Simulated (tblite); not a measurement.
**CH4O2Si (SMILES O=CO[SiH3]): GFN2-xTB**

What is the electronic atomisation energy of CH4O2Si at GFN2-xTB? 

The calculation is run with tblite 0.8.0.

14 further runs of the same task are left out: 14 set aside as unsound or not needed.

## (1) Starting point

The species is CH4O2Si (8 atoms), meant as a singlet with charge 0. SMILES: `O=CO[SiH3]`. Geometry: optimised at GFN2-xTB. This is one conformer, not always the lowest.

Bond lengths: O1–C2 1.194 Å, C2–O3 1.309 Å, O3–Si4 1.673 Å, C2–H5 1.105 Å, Si4–H6 1.455 Å, Si4–H7 1.458 Å, Si4–H8 1.458 Å. Angles: O1–C2–O3 125.5°, C2–O3–Si4 123.7°, O1–C2–H5 123.5°, O3–C2–H5 111.0°, O3–Si4–H6 97.6°, O3–Si4–H7 108.7°, O3–Si4–H8 108.6°, H6–Si4–H7 114.3°, H6–Si4–H8 114.3°, H7–Si4–H8 112.1°.

## (2) The harmonic vibrations at GFN2-xTB

start.xyz reads:

```xyz
8
start geometry
O      1.420284    -0.212292     1.299631
C      1.419415     0.311083     0.226766
O      0.389906     0.397298    -0.576426
Si    -1.121285    -0.225957    -0.219441
H      2.309354     0.792418    -0.217920
H     -1.788814     0.167910    -1.450940
H     -1.000749    -1.667104    -0.037561
H     -1.628110     0.436654     0.975891
```

run.py reads:

```python
"""GFN2-xTB harmonic vibrations"""
import json
import numpy as np
from tblite.interface import Calculator
from tblite.interface import symbols_to_numbers
from ase.data import atomic_masses

symbols = list(map(str, np.loadtxt("start.xyz", skiprows=2, usecols=0, dtype=str, ndmin=1)))
numbers = np.array(symbols_to_numbers(symbols))
positions = np.loadtxt("start.xyz", skiprows=2, usecols=(1, 2, 3), ndmin=2) / 0.5291772

calc = Calculator("GFN2-xTB", numbers, positions, charge=0, uhf=0)
calc.set("verbosity", 0)
calc.set("accuracy", 0.01)
wfn = calc.singlepoint()
h = 0.005  # bohr
n = positions.size
H, D = np.zeros((n, n)), np.zeros((n, 3))
for a in range(n):
    g, d = [], []
    for sign in (1, -1):
        x = positions.ravel().copy()
        x[a] += sign * h
        calc.update(x.reshape(-1, 3))
        y = calc.singlepoint()
        g.append(y.get('gradient').ravel())
        d.append(y.get('dipole'))
    H[a], D[a] = (g[0] - g[1]) / (2 * h), (d[0] - d[1]) / (2 * h)
mass = np.repeat(atomic_masses[numbers], 3)
H = (H + H.T) / 2 / np.sqrt(np.outer(mass, mass))
# project out translations and rotations
com = positions - atomic_masses[numbers] @ positions / atomic_masses[numbers].sum()
T = [np.tile(v, len(numbers)) for v in np.eye(3)] + [np.cross(com, v).ravel() for v in np.eye(3)]
U, sv, _ = np.linalg.svd((np.array(T) * np.sqrt(mass)).T)
Q = U[:, (sv > 1e-3 * sv.max()).sum():]
w, V = np.linalg.eigh(Q.T @ H @ Q)
freq = np.sign(w) * np.sqrt(np.abs(w)) * 5140.487
inten = (((Q @ V).T / np.sqrt(mass)) @ D) ** 2
inten = inten.sum(axis=1) * 974.88
print(f"E = {wfn.get('energy'):.8f} Eh, max gradient {np.abs(wfn.get('gradient')).max():.2e} Eh/bohr")
print("mode   frequency/cm^-1   IR/(km/mol)")
for i, (v, s) in enumerate(zip(freq, inten), 1):
    print(f"{i:4d} {v:14.2f} {s:14.3f}")
zpe = freq[freq > 0].sum() / 2 / 219474.63
print(f"imaginary modes: {(freq < -10).sum()}, zero-point energy {zpe:.6f} Eh = {zpe * 2625.4996:.4f} kJ/mol")
out = {k: np.asarray(wfn.get(k)).tolist() for k in ("energy", "gradient", "charges", "dipole", "orbital-energies", "orbital-occupations")}
out.update(symbols=symbols, positions=(positions * 0.529177210903).tolist(), frequencies=freq.tolist(), intensities=inten.tolist(), zpe=zpe)
json.dump(out, open("results.json", "w"))
```

Started as:

```
$ python run.py
```

What it wrote:

```text
E = -14.09268592 Eh, max gradient 2.55e-05 Eh/bohr
mode   frequency/cm^-1   IR/(km/mol)
   1          94.95          1.416
   2         115.96          7.072
   3         229.15         15.130
   4         588.33         43.220
   5         609.89         90.078
   6         667.04         69.531
   7         742.02        213.140
   8         757.71        120.325
   9         775.39        190.537
  10         796.26        291.927
  11         949.62          8.943
  12        1204.15        374.867
  13        1359.15         24.198
  14        1781.93        438.650
  15        2309.09        330.612
  16        2320.43        136.428
  17        2343.06        213.756
  18        2805.92        113.989
imaginary modes: 0, zero-point energy 0.046589 Eh = 122.3185 kJ/mol
```

It took 0.41 s on 1 thread of Intel Xeon at 2.70GHz, shared host.

## (3) The C atom: the energy at GFN2-xTB

input.xyz reads:

```xyz
1

C      0.000000     0.000000     0.000000
```

job.py reads:

```python
import json
import numpy as np
from tblite.interface import Calculator
from tblite.interface import symbols_to_numbers

symbols = list(map(str, np.loadtxt("input.xyz", skiprows=2, usecols=0, dtype=str, ndmin=1)))
numbers = np.array(symbols_to_numbers(symbols))
positions = np.loadtxt("input.xyz", skiprows=2, usecols=(1, 2, 3), ndmin=2) / 0.529177210903

tb = Calculator("GFN2-xTB", numbers, positions, charge=0, uhf=2)
tb.set("accuracy", 0.1)
tb.add("spin-polarization", 1.0)
res = tb.singlepoint()

print(f"Energy: {res.get('energy') * 27.211386:.8f} eV")
eps = np.atleast_2d(res.get("orbital-energies")) * 27.211386
occ = np.atleast_2d(res.get("orbital-occupations"))
filled = occ.sum(axis=0) if eps.shape[0] == 1 else occ[0]
homo = np.nonzero(filled > 0.5)[0].max()
print("  MO   occupation   energy/eV")
for i in range(max(0, homo - 4), min(eps.shape[1], homo + 5)):
    print(f"{i + 1:4d} {filled[i]:10.4f} {eps[0, i]:12.4f}")
mu = res.get("dipole") * 2.541746
print(f"Dipole moment: {np.linalg.norm(mu):.4f} D, components " + " ".join(f"{c:.4f}" for c in mu))
q = res.get("charges")
print("Charges:", " ".join(f"{s}{i + 1}={c:+.4f}" for i, (s, c) in enumerate(zip(symbols, q))))
out = {k: np.asarray(res.get(k)).tolist() for k in ("energy", "gradient", "charges", "dipole", "orbital-energies", "orbital-occupations")}
out.update(symbols=symbols, positions=(positions * 0.529177210903).tolist())
json.dump(out, open("results.json", "w"))
```

Started as:

```
$ python job.py
```

What it wrote:

```text
------------------------------------------------------------
  cycle        total energy    energy error   density error
------------------------------------------------------------
      1     -1.838646371365  -1.8386464E+00   5.2223297E-01
      2     -1.838646371365   0.0000000E+00   3.1333978E-01
      3     -1.838646371365   0.0000000E+00   1.8798507E-05
      4     -1.838646371365   0.0000000E+00   8.7722993E-14
------------------------------------------------------------

 total:                                   0.001 sec
Energy: -50.03211613 eV
  MO   occupation   energy/eV
   1     1.0000     -20.1878
   2     0.6667     -14.1114
   3     0.6667     -14.1114
   4     0.6667     -14.1114
Dipole moment: 0.0000 D, components 0.0000 0.0000 0.0000
Charges: C1=+0.0000
```

Run time: 0.17 s. Hardware: 1 thread of Intel Xeon at 2.70GHz, shared host.

## (4) The H atom: the energy at GFN2-xTB

input.xyz reads:

```xyz
1
start geometry
H      0.000000     0.000000     0.000000
```

calc.py reads:

```python
import json
import numpy as np
from tblite.interface import Calculator
from tblite.interface import symbols_to_numbers

symbols = list(map(str, np.loadtxt("input.xyz", skiprows=2, usecols=0, dtype=str, ndmin=1)))
numbers = np.array(symbols_to_numbers(symbols))
positions = np.loadtxt("input.xyz", skiprows=2, usecols=(1, 2, 3), ndmin=2) / 0.5291772

calculator = Calculator("GFN2-xTB", numbers, positions, charge=0, uhf=1)
calculator.set("accuracy", 0.1)
calculator.add("spin-polarization", 1.0)
wfn = calculator.singlepoint()

print(f"E(total): {wfn.get('energy') * 27.211386:.8f} eV")
eps = np.atleast_2d(wfn.get("orbital-energies")) * 27.211386
occ = np.atleast_2d(wfn.get("orbital-occupations"))
filled = occ.sum(axis=0) if eps.shape[0] == 1 else occ[0]
homo = np.nonzero(filled > 0.5)[0].max()
print(f"HOMO {eps[0, homo]:.4f} eV")
if homo + 1 < eps.shape[1]:
    print(f"LUMO {eps[0, homo + 1]:.4f} eV, gap {eps[0, homo + 1] - eps[0, homo]:.4f} eV")
mu = wfn.get("dipole") * 2.541746
print(f"dipole: {np.linalg.norm(mu):.4f} D, components " + " ".join(f"{c:.4f}" for c in mu))
q = wfn.get("charges")
print("Charges:", " ".join(f"{s}{i + 1}={c:+.4f}" for i, (s, c) in enumerate(zip(symbols, q))))
out = {k: np.asarray(wfn.get(k)).tolist() for k in ("energy", "gradient", "charges", "dipole", "orbital-energies", "orbital-occupations")}
out.update(symbols=symbols, positions=(positions * 0.529177210903).tolist())
json.dump(out, open("results.json", "w"))
```

Started as:

```
$ python calc.py
```

What it wrote:

```text
------------------------------------------------------------
  cycle        total energy    energy error   density error
------------------------------------------------------------
      1    -0.4292952639310  -4.2929526E-01   2.2360680E-01
      2    -0.4292952639310   0.0000000E+00   1.3416408E-01
      3    -0.4292952639310   0.0000000E+00   8.0490398E-06
      4    -0.4292952639310   0.0000000E+00   6.2559861E-15
------------------------------------------------------------

 total:                                   0.001 sec
E(total): -11.68171913 eV
HOMO -12.6562 eV
dipole: 0.0000 D, components 0.0000 0.0000 0.0000
Charges: H1=+0.0000
```

Wall time 0.16 s (1 thread of Intel Xeon at 2.70GHz, shared host).

## (5) The O atom: the energy at GFN2-xTB

script.py reads:

```python
import json
import numpy as np
from ase import Atoms
from ase.units import Bohr
from tblite.ase import TBLite
from ase.units import kcal, mol as mol_
from ase.units import Debye

atoms = Atoms(["O"], positions=Bohr * np.array([
    [0.000000, 0.000000, 0.000000],
]))
start = atoms.get_positions()

atoms.calc = TBLite(
    method="GFN2-xTB",
    charge=0,
    multiplicity=3,
    accuracy=0.1,
    spin_polarization=1.0,
)
print(f"Potential energy: {atoms.get_potential_energy() / (kcal / mol_):.6f} kcal/mol")
print(f"Dipole: {np.linalg.norm(atoms.get_dipole_moment()) / Debye:.4f} D")
print("Charges:", np.round(atoms.get_charges(), 4))
json.dump(dict(energy=atoms.get_potential_energy(), forces=atoms.get_forces().tolist(), dipole=atoms.get_dipole_moment().tolist(), charges=atoms.get_charges().tolist(),
               symbols=atoms.get_chemical_symbols(), start=start.tolist(), final=atoms.positions.tolist()), open("results.json", "w"))
```

Started as:

```
$ python script.py
```

What it wrote:

```text
------------------------------------------------------------
  cycle        total energy    energy error   density error
------------------------------------------------------------
      1     -3.823306951477  -3.8233070E+00   4.2640143E-01
      2     -3.823306951477   0.0000000E+00   2.5584086E-01
      3     -3.823306951477   0.0000000E+00   1.5348917E-05
      4     -3.823306951477   0.0000000E+00   4.7718789E-14
------------------------------------------------------------

 total:                                   0.001 sec
Potential energy: -2399.161334 kcal/mol
Dipole: 0.0000 D
Charges: [0.]
```

Wall time 0.27 s (1 thread of Intel Xeon at 2.70GHz, shared host).

## (6) The Si atom: a single-point energy at GFN2-xTB

calc.py reads:

```python
import json
import numpy as np
from tblite.interface import Calculator

symbols = ["Si"]
numbers = np.array([14])
positions = np.array([
    [0.000000, 0.000000, 0.000000],
]) / 0.529177210903

calc = Calculator("GFN2-xTB", numbers, positions, charge=0, uhf=2)
calc.set("verbosity", 0)
calc.set("accuracy", 0.1)
calc.add("spin-polarization", 1.0)
result = calc.singlepoint()

print(f"E(total): {result.get('energy') * 2625.4996:.8f} kJ/mol")
eps = np.atleast_2d(result.get("orbital-energies")) * 27.211386
occ = np.atleast_2d(result.get("orbital-occupations"))
filled = occ.sum(axis=0) if eps.shape[0] == 1 else occ[0]
homo = np.nonzero(filled > 0.5)[0].max()
print("  MO   occupation   energy/eV")
for i in range(max(0, homo - 4), min(eps.shape[1], homo + 5)):
    print(f"{i + 1:4d} {filled[i]:10.4f} {eps[0, i]:12.4f}")
mu = result.get("dipole") * 2.541746
print(f"dipole: {np.linalg.norm(mu):.4f} D, components " + " ".join(f"{c:.4f}" for c in mu))
q = result.get("charges")
print("Charges:", " ".join(f"{s}{i + 1}={c:+.4f}" for i, (s, c) in enumerate(zip(symbols, q))))
out = {k: np.asarray(result.get(k)).tolist() for k in ("energy", "gradient", "charges", "dipole", "orbital-energies", "orbital-occupations")}
out.update(symbols=symbols, positions=(positions * 0.529177210903).tolist())
json.dump(out, open("results.json", "w"))
```

Run the same way, it converges to -1.59836 Eh (log not shown).

## (7) Results

Level: GFN2-xTB.

| quantity | value |
| --- | --- |
| molecule: total energy | -14.09269 Eh |
| molecule: dipole moment | 2.07 D |
| molecule: HOMO energy | -11.82 eV |
| molecule: LUMO energy | -7.02 eV |
| molecule: HOMO–LUMO gap | 4.80 eV |
| molecule: largest force on an atom | 0.001 eV/Å |
| molecule: lowest harmonic wavenumber | 95 cm⁻¹ |
| molecule: highest harmonic wavenumber | 2806 cm⁻¹ |
| molecule: zero-point energy | 122.3 kJ/mol |
| C atom: total energy | -1.83865 Eh |
| C atom: dipole moment | 0.00 D |
| C atom: HOMO energy (as the program lists it) | -14.11 eV |
| C atom: largest force on an atom | 0.000 eV/Å |
| H atom: total energy | -0.42930 Eh |
| H atom: dipole moment | 0.00 D |
| H atom: HOMO energy (as the program lists it) | -12.66 eV |
| H atom: largest force on an atom | 0.000 eV/Å |
| O atom: total energy | -3.82331 Eh |
| O atom: dipole moment | 0.00 D |
| O atom: largest force on an atom | 0.000 eV/Å |
| Si atom: total energy | -1.59836 Eh |
| Si atom: dipole moment | 0.00 D |
| Si atom: HOMO energy (as the program lists it) | -5.62 eV |
| Si atom: LUMO energy (as the program lists it) | 0.28 eV |
| Si atom: largest force on an atom | 0.000 eV/Å |
| electronic atomisation energy | 35.154 eV |

Taking the molecule apart into free atoms costs 35.15 eV (811 kcal/mol), before zero-point energy and without spin-orbit coupling. Tight-binding and semi-empirical models aren't fitted to free atoms, so this value can be far from the true one. All 18 modes (molecule) are real, so the shape is a minimum at this level. Mulliken charges (molecule) run from -0.37 on O1 to +0.53 on Si4.
